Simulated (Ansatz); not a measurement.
# Si4GePt: one candidate of a structure search

The task: take a trial cell of Si4GePt to zero force and stress.

Computed with Ansatz 0.2.0 (DFT PBE, scalar-relativistic, plane waves, PAW, unless a step's input says otherwise).

## Step 1: Starting point

It takes space group F-43m (No. 216, cubic). Conventional cell: a = 7.286 Å, b = 7.286 Å, c = 7.286 Å, α = 90.00°, β = 90.00°, γ = 90.00°. Si (site symmetry 3m) is surrounded by 6 Si at 2.57 to 2.58 Å and 3 Ge at 3.02 Å and 3 Pt at 3.02 Å. Ge (site symmetry -43m) is surrounded by 12 Si at 3.02 Å and 4 Pt at 3.15 Å. Pt (site symmetry -43m) is surrounded by 12 Si at 3.02 Å and 4 Ge at 3.15 Å.

As a file:

```
Si Ge Pt
1.0
     0.00000    3.64293    3.64293
     3.64293    0.00000    3.64293
     3.64293    3.64293    0.00000
Si Ge Pt
4 1 1
Direct
  0.87487 0.37538 0.87487
  0.37538 0.87487 0.87487
  0.87487 0.87487 0.87487
  0.87487 0.87487 0.37538
  0.50000 0.50000 0.50000
  0.25000 0.25000 0.25000
```

Recipe of the guess: species swapped into a database cell of SmYCo4 (F-43m, No. 216), with Pt on the Sm sites, Ge on the Y sites and Si on the Co sites. The dimensions are guesses.

## Step 2: A first look at the guess

The input, input.yaml:

```yaml
crystal:
  lattice:
    - [0.0, 3.64293485, 3.64293485]
    - [3.64293485, 0.0, 3.64293485]
    - [3.64293485, 3.64293485, 0.0]
  atoms:
    - { symbol: Si, position: [0.87487299, 0.37538102, 0.87487299] }
    - { symbol: Si, position: [0.37538102, 0.87487299, 0.87487299] }
    - { symbol: Si, position: [0.87487299, 0.87487299, 0.87487299] }
    - { symbol: Si, position: [0.87487299, 0.87487299, 0.37538102] }
    - { symbol: Ge, position: [0.5, 0.5, 0.5] }
    - { symbol: Pt, position: [0.25, 0.25, 0.25] }
basis:
  ecutwfc: 420
kpoints:
  mp_grid: { grid: [4, 4, 4] }
hamiltonian:
  xc: pbe
scf:
  occupations: { method: gaussian, width: 0.1 }
  lower_state_search: "off"
output:
  forces: true
  stress: true
  eigenvalues: true
```

Run with:

```bash
> ansatz run input.yaml --threads 1 --pin off --max-ram 2560MiB --backend cpu --events-out ev --progress --plain --runs-dir out
```

Further runs follow: full relaxation.

**Question.** What will these runs give? Wanted: conventional cell; volume; energy over the elements; gap on the mesh.

As calculated:

```
                              quantity                                                                      value
symmetry at the end (tolerance 0.05 Å)                                                space group F-43m (No. 216)
                     conventional cell  a = 7.260 Å, b = 7.260 Å, c = 7.260 Å, α = 90.00°, β = 90.00°, γ = 90.00°
                                volume                                                              15.94 Å³/atom
              energy over the elements                                                              +0.51 eV/atom
                       gap on the mesh                                                               none (metal)
```

**Reading.** The space group F-43m (No. 216) is kept, and the volume per atom shrinks by 1.1 % from the first guess. With a positive formation energy it can't be a ground state. No finished test with a distortion of lower symmetry is shown, so the end may be a saddle point. Spin-orbit coupling is left out for Pt.
